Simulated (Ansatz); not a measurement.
Write a Python script for Ansatz 0.2.0, Python API that makes a ladder of methods at one geometry of CH₅GeO, SMILES O[CH2][GeH2]. Level of theory (for the species named): MP2, def2-SVP basis, multiplicity 2. The script varies method: mp2, ccsd, ccsd_t.

`ch5geo.xyz`
```text
8

O    -1.41390    0.85300    0.17460
C    -0.64820   -0.31780    0.14140
Ge    1.22820    0.10180    0.45920
H    -1.20240    1.34850   -0.65900
H    -1.00000   -1.00340    0.93940
H    -0.75790   -0.83020   -0.83990
H     1.73640    1.05510   -0.65230
H     2.05790   -1.20710    0.43660
```

Script `run_methods.py`:
```python
# -*- coding: utf-8 -*-
"""CH5GeO at several levels of theory."""

import ansatz as az


def main():
    mol = az.Crystal.molecule_from_extxyz("ch5geo.xyz")

    calculation = (
        mol.calculation()
        .basis(gaussian="def2-SVP")
        .spin("collinear", total=1)
    )

    methods = ["mp2", "ccsd", "ccsd_t"]
    reports = [calculation.correlation(m).run().report for m in methods]
    print(f"Hartree-Fock reference {reports[0]['reference_energy_ev'] / 27.211386246:.6f} Ha")
    best = reports[-1]["free_energy_ev"] - reports[-1]["reference_energy_ev"]
    for method, each in zip(methods, reports):
        gained = each["free_energy_ev"] - each["reference_energy_ev"]
        print(f"{method:8s} total {each['free_energy_ev'] / 27.211386246:.6f} Ha  correlation {gained:9.4f} eV  ({100 * gained / best:.1f} % of the last)")


if __name__ == "__main__":
    main()
```

```console
$ python run_methods.py
Hartree-Fock reference -2190.592804 Ha
mp2      total -2191.141398 Ha  correlation  -14.9280 eV  (93.0 % of the last)
ccsd     total -2191.167856 Ha  correlation  -15.6480 eV  (97.4 % of the last)
ccsd_t   total -2191.182963 Ha  correlation  -16.0591 eV  (100.0 % of the last)
```

Notes:
- The settings weren't tested for convergence.
- The geometry is a force-field or estimated start, not a minimum of this method, and the basis set is short of its limit. A lower total doesn't mark the better method: functionals have no common bound, and MP2 and coupled cluster aren't variational.
- The species is open-shell (spin multiplicity 2).
- Inner cores stay frozen; a filled d shell under the valence of the heavier atoms is correlated with it.
- It ran for 46 s on 1 thread of Arm Neoverse V2 (shared host), peak memory 0.61 GiB.
